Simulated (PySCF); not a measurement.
**[Sm(OH)4]−: other functionals and bases at one geometry**

Aim: see how levels, charges and forces of [Sm(OH)4]− depend on the level of theory. The species was built from a template and needn't be a known compound.

Program: PySCF 2.14.0. Level of theory: several levels, as the steps say, no spin–orbit coupling. These are calculated values, not measurements.

1 further run of the same task is left out (for a known fault of the program).

**1. The starting structure**

9 atoms, charge -1, spin multiplicity 1.

Bond lengths: Sm1–O2 2.162 Å, Sm1–O4 2.162 Å, Sm1–O6 2.162 Å, Sm1–O8 2.162 Å, O2–H3 0.954 Å, O4–H5 0.954 Å, O6–H7 0.954 Å, O8–H9 0.954 Å. Angles: O2–Sm1–O4 109.6°, O2–Sm1–O6 109.4°, O2–Sm1–O8 109.4°, O4–Sm1–O6 109.4°, O4–Sm1–O8 109.4°, O6–Sm1–O8 109.6°, Sm1–O2–H3 176.5°, Sm1–O4–H5 176.5°, Sm1–O6–H7 176.5°, Sm1–O8–H9 176.5°.

Coordinates:

| atom | x (Å) | y (Å) | z (Å) |
| --- | --- | --- | --- |
| Sm1 | 0.0000 | 0.0000 | 0.0000 |
| O2 | 1.3768 | 1.1073 | 1.2465 |
| H3 | 1.9534 | 1.6434 | 1.7858 |
| O4 | -1.3768 | -1.1073 | 1.2465 |
| H5 | -1.9534 | -1.6434 | 1.7858 |
| O6 | 1.1073 | -1.3768 | -1.2465 |
| H7 | 1.6434 | -1.9534 | -1.7858 |
| O8 | -1.1073 | 1.3768 | -1.2465 |
| H9 | -1.6434 | 1.9534 | -1.7858 |

Formal oxidation states: Sm +3. Each metal's 5 4f electrons lie in its core potential, so multiplicities, spins and levels count the valence alone. An earlier session relaxed this geometry at PBE0, Sm lcecp-1-SVP with ECP51, O def2-SVP, H def2-SVP (singlet, point group D2).

At PBE0 on the finer grid: E = -337.716713 Eh, HOMO -2.34 eV, LUMO 4.01 eV, Mulliken charge on Sm1 +0.83 e, largest force component 0.011 eV/Å. 

Levels to run: M06-L; TPSS; PBE0, TZVP. Hardware: 2 threads of Arm Neoverse V2, shared host.

**2. M06-L**

Contents of run.py (the lines that set the calculation):

```python
mol = gto.M(atom='''
Sm     0.00000     0.00000     0.00000
O      1.37681     1.10731     1.24649
H      1.95345     1.64341     1.78577
O     -1.37681    -1.10731     1.24649
H     -1.95345    -1.64341     1.78577
O      1.10731    -1.37681    -1.24649
H      1.64341    -1.95345    -1.78577
O     -1.10731     1.37681    -1.24649
H     -1.64341     1.95345    -1.78577''',
    basis={'Sm': 'lcecp-1-SVP', 'O': 'def2-SVP', 'H': 'def2-SVP'},
    ecp={'Sm': 'lcecp-1-SVP'},
    charge=-1, spin=0)
mf = dft.RKS(mol, xc='M06L')
mf.grids.atom_grid = (75, 302)  # f atoms: unpruned, at least (60, 302)
mf = mf.density_fit()  # fitting sets: Sm AutoAux, O def2-universal-JKFIT, H def2-universal-JKFIT
mf.conv_tol = 1e-08; mf.max_cycle = 55
mf.kernel(dm0)  # dm0: the density of the relaxed state
```

Run with:

```bash
$ OMP_NUM_THREADS=2 python run.py
```

**3. TPSS**

Changes to run.py (the lines that set the calculation) since step 2:

```diff
@@ -13,3 +13,3 @@
     charge=-1, spin=0)
-mf = dft.RKS(mol, xc='M06L')
+mf = dft.RKS(mol, xc='TPSS')
 mf.grids.atom_grid = (75, 302)  # f atoms: unpruned, at least (60, 302)
```

**4. PBE0, TZVP**

Basis: Sm lcecp-1-TZVP with ECP51, O def2-TZVP, H def2-TZVP. 

Changes to run.py (the lines that set the calculation) since step 3:

```diff
@@ -10,6 +10,6 @@
 H     -1.64341     1.95345    -1.78577''',
-    basis={'Sm': 'lcecp-1-SVP', 'O': 'def2-SVP', 'H': 'def2-SVP'},
-    ecp={'Sm': 'lcecp-1-SVP'},
+    basis={'Sm': 'lcecp-1-TZVP', 'O': 'def2-TZVP', 'H': 'def2-TZVP'},
+    ecp={'Sm': 'lcecp-1-TZVP'},
     charge=-1, spin=0)
-mf = dft.RKS(mol, xc='TPSS')
+mf = dft.RKS(mol, xc='PBE0')
 mf.grids.atom_grid = (75, 302)  # f atoms: unpruned, at least (60, 302)
@@ -17,2 +17,2 @@
 mf.conv_tol = 1e-08; mf.max_cycle = 55
-mf.kernel(dm0)  # dm0: the density of the relaxed state
+mf.kernel(dm0)  # dm0: free metal ions and neutral atoms
```

Before running it: what results should come out? Wanted: for each run, HOMO; gap; charge on Sm1; dipole; largest force.

**Answer**, as computed:

| level | state | HOMO (eV) | gap (eV) | charge on Sm1 (e) | dipole (D) | largest force (eV/Å) | basis functions | time |
| --- | --- | --- | --- | --- | --- | --- | --- | --- |
| PBE0 (relaxed here) | singlet | -2.34 | 6.36 | 0.83 | 0.00 | 0.01 | 109 | 20 s |
| M06-L | singlet | -0.82 | 5.40 | 1.02 | 0.00 | 0.18 | 109 | 10 s |
| TPSS | singlet | -0.75 | 4.37 | 0.69 | 0.00 | 0.34 | 109 | 10 s |
| PBE0, TZVP | singlet | -2.77 | 6.54 | 1.51 | 0.00 | 0.23 | 195 | 17 s |

Times are on 2 threads of Arm Neoverse V2, shared host; the first row also made further properties. The dipole of a charged species depends on the origin, so these sizes hold for this origin alone.

In one basis the HOMO–LUMO gap runs from 4.37 eV (TPSS) to 6.36 eV (PBE0). The largest leftover force, 0.34 eV/Å with TPSS, stands at a geometry relaxed at another level. The Mulliken charge on Sm spans +0.69 to +1.51 e over the levels. With 4f in the core, its levels are missing from HOMO and gap. Total energies of different levels can't be compared. Spin–orbit coupling is left out throughout.
